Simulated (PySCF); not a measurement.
# The bond of InS−, level by level

The task here is to estimate one member of a computed series from the others.

Program: PySCF 2.14.0. Level of theory: In def2-SVPD with ECP28, S def2-SVPD, scalar-relativistic core potentials. These are calculated values, not measurements.

1 further run of the same task is left out (set aside as unsound or not needed).

The first run:

The job is set up so:

```yaml
atoms: In, S
charge: -1
basis: In def2-SVPD with ECP28, S def2-SVPD
Hamiltonian: scalar-relativistic core potentials
basis_functions: 59
electrons_treated: 38
masses_in_u: 114.9039, 31.9721
levels: PBE0, PBE, r²SCAN, revPBE, BHandHLYP, TPSS, CAM-B3LYP, HF, MP2, SCS-MP2, CCSD, CCSD(T)
grid: 80 radial by 434 angular points
occupations: held fixed by the projection of orbital angular momentum
dissociation_limit: In + S−, each in its ground configuration
starting_distance_in_angstrom: 2.475
values_of_2S_to_try: 0, 2
```

On the command line:

```sh
> OMP_NUM_THREADS=1 python dia.py task.json out
```

Steps of the session up to this table: The job; First curve: PBE0; PBE; r²SCAN; revPBE (GGA); BHandHLYP (global hybrid GGA); TPSS; CAM-B3LYP (range-separated hybrid); RHF (mean field); Correlated methods on the Hartree–Fock reference.

One of the session's tables, all rows but one given; the rest of the session is left out.

Energy (eV) from each level's lowest point:

```
R (Å)    RHF  RHF-MP2  RHF-SCS-MP2  RHF-CCSD  RHF-CCSD(T)
2.024  1.174    1.236        1.259       n/a          n/a
2.119  0.512    0.566        0.581     0.570        0.607
2.213      ?        ?            ?         ?            ?
2.283  0.030    0.050        0.054     0.050        0.062
2.354  0.000    0.000        0.000     0.000        0.000
2.425  0.041    0.019        0.016     0.020        0.007
2.519  0.178    0.125        0.116     0.127        0.096
2.636  0.438    0.344        0.330     0.348        0.292
2.778  0.826    0.681        0.661     0.689        0.601
2.966  1.394    1.186        1.157       n/a          n/a
```

Q: Estimate the row for R (Å) = 2.213 from the others.

Worked estimate for «RHF». A straight line through the neighbours (2.119, 0.512) and (2.283, 0.030) gives 0.512 + (0.030 − 0.512) × (2.213 − 2.119) / (2.283 − 2.119) = 0.236; a parabola fitted to 4 rows on both sides gives 0.141.

The run gave: RHF: 0.153; RHF-MP2: 0.190; RHF-SCS-MP2: 0.199; RHF-CCSD: 0.192; RHF-CCSD(T): 0.215. In «RHF» the line misses by +0.083 and the parabola by -0.012.

Limits of these values: Lowest PBE0 solution found, without spin–orbit coupling: ¹Σ⁺ (singlet), closed shell. Warnings in the runs' records: inverted.
